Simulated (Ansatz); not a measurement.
# Mo (Im-3m): equation of state

One table from this session's results is given with a row withheld; the runs are named, their logs left out.

Method: DFT PBE, scalar-relativistic, plane waves, PAW, in Ansatz 0.2.0.

**The system as given**

Symmetry: Im-3m, No. 229, cubic system. Conventional cell: a = 3.161 Å, b = 3.161 Å, c = 3.161 Å, α = 90.00°, β = 90.00°, γ = 90.00°. Mo (site symmetry m-3m) has 8 Mo at 2.74 Å as nearest neighbours.

As a file:

```
CELL_PARAMETERS angstrom
-1.58059 1.58059 1.58059
1.58059 -1.58059 1.58059
1.58059 1.58059 -1.58059
ATOMIC_POSITIONS crystal
Mo 0.00000 0.00000 0.00000
```

This cell comes from an earlier session at PBE: 15.795 Å³/atom at 0.01 GPa, on a 20×20×20 mesh.

Volume factors to run: 0.980, 1.020, 0.960, 1.040.

Set-up of the first run:

Contents of input.yaml:

```yaml
crystal:
  lattice:
    - [-1.5699792369, 1.5699792369, 1.5699792369]
    - [1.5699792369, -1.5699792369, 1.5699792369]
    - [1.5699792369, 1.5699792369, -1.5699792369]
  atoms:
    - { symbol: Mo, position: [0.0, 0.0, 0.0] }
basis:
  ecutwfc: 420
  ecutrho_ratio: 4
kpoints:
  mp_grid: { grid: [20, 20, 20] }
hamiltonian:
  xc: pbe
scf:
  occupations: { method: gaussian, width: 0.05 }
output:
  forces: true
  stress: true
  eigenvalues: true
```

Run with:

```bash
$ ansatz run input.yaml --threads 1 --pin off --max-ram 2560MiB --backend cpu --events-out ev --progress --plain --runs-dir out
```

Among the steps run: Scaling the volume by 0.980; At 1.020 of the relaxed volume; At 0.960 of the relaxed volume; At 1.040 of the relaxed volume.

One of the session's tables, all rows but one given; the rest of the session is left out.

It belongs to the step «The fit». 

```
volume (Å³/atom)  energy (meV/atom)  pressure (GPa)
          15.163              22.09           11.55
          15.479               5.37            5.49
          15.795               0.00            0.01
          16.111                  ?               ?
          16.427              19.14           -9.42
```

Q: Estimate the row for volume (Å³/atom) = 16.111 from the others.

Worked estimate for «energy (meV/atom)». A straight line through the neighbours (15.795, 0.00) and (16.427, 19.14) gives 0.00 + (19.14 − 0.00) × (16.111 − 15.795) / (16.427 − 15.795) = 9.57; a parabola fitted to 3 rows on both sides gives 4.59.

As computed: energy (meV/atom): 4.93; pressure (GPa): -4.95. In «energy (meV/atom)» the line misses by +4.64 and the parabola by -0.34.
